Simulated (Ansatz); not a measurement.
# Si2Sn5: the cost of one run

Computed with Ansatz 0.2.0 (DFT PBE, scalar-relativistic, plane waves, PAW, unless a step names another level, unless a step's input says otherwise).

3 further runs of the same task are left out: 1 that didn't finish, 2 set aside as unsound or not needed.

**1. The starting structure**

The structure is tetragonal, space group I4/mmm (No. 139). Conventional cell: a = 7.988 Å, b = 7.988 Å, c = 5.513 Å, α = 90.00°, β = 90.00°, γ = 90.00°. Si (site symmetry mmm) has 2 Si at 2.76 Å and 4 Sn at 2.88 Å as nearest neighbours. Sn (site symmetry m2m) has 2 Si at 2.88 Å and 5 Sn at 2.96 to 3.37 Å as nearest neighbours. Around Sn (site symmetry 4/mmm) lie 12 Sn at 3.37 to 3.58 Å.

As a file:

```cif
data_structure
_symmetry_space_group_name_H-M 'P 1'
_symmetry_Int_Tables_number 1
_cell_length_a 6.2852
_cell_length_b 6.2852
_cell_length_c 6.2852
_cell_angle_alpha 101.090
_cell_angle_beta 101.090
_cell_angle_gamma 127.973
_cell_volume 175.90
loop_
_atom_site_label
_atom_site_type_symbol
_atom_site_fract_x
_atom_site_fract_y
_atom_site_fract_z
_atom_site_occupancy
Si1 Si 0.50000 0.00000 0.50000 1
Si2 Si 0.00000 0.50000 0.50000 1
Sn1 Sn 0.70177 0.70177 0.40354 1
Sn2 Sn 0.29823 0.29823 0.59646 1
Sn3 Sn 0.70177 0.29823 0.00000 1
Sn4 Sn 0.29823 0.70177 0.00000 1
Sn5 Sn 0.00000 0.00000 0.00000 1
```

It came out lowest among 19 distinct ends of the trial cells. At a tolerance of 0.05 Å it has space group I4/mmm (No. 139).

**2. Tight relaxation for the response runs, on the response runs' mesh and smearing**

Contents of input.yaml:

```yaml
crystal:
  lattice:
    - [-3.9940676328, 3.9940676328, 2.7566028181]
    - [3.9940676328, -3.9940676328, 2.7566028181]
    - [3.9940676328, 3.9940676328, -2.7566028181]
  atoms:
    - { symbol: Si, position: [0.5, 0.0, 0.5] }
    - { symbol: Si, position: [0.0, 0.5, 0.5] }
    - { symbol: Sn, position: [0.7017700787, 0.7017700787, 0.4035401574] }
    - { symbol: Sn, position: [0.2982299213, 0.2982299213, 0.5964598426] }
    - { symbol: Sn, position: [0.7017700787, 0.2982299213, 0.0] }
    - { symbol: Sn, position: [0.2982299213, 0.7017700787, 0.0] }
    - { symbol: Sn, position: [0.0, 0.0, 0.0] }
basis:
  ecutwfc: 420
kpoints:
  mp_grid: { grid: [8, 8, 8] }
hamiltonian:
  xc: pbe
scf:
  occupations: { method: gaussian, width: 0.1 }
output:
  forces: true
  stress: true
  eigenvalues: true
  write_density: true
  write_potential: true
  elf: true
  volumetric_format: npy
relax:
  adjacent_minimum: "off"
  f_tol: 0.001
  max_steps: 60
  cell: { stress_tol: 0.01 }
```

Launch:

```console
$ ansatz run input.yaml --threads 3 --pin off --max-ram 7680MiB --backend cpu --events-out ev --progress --plain --runs-dir out
```

What time and memory should one allow on 3 threads of Intel Xeon Platinum 8259CL at 2.50GHz (Skylake/Cascade Lake), shared host?

About 43 s, with a peak of 0.82 GiB.
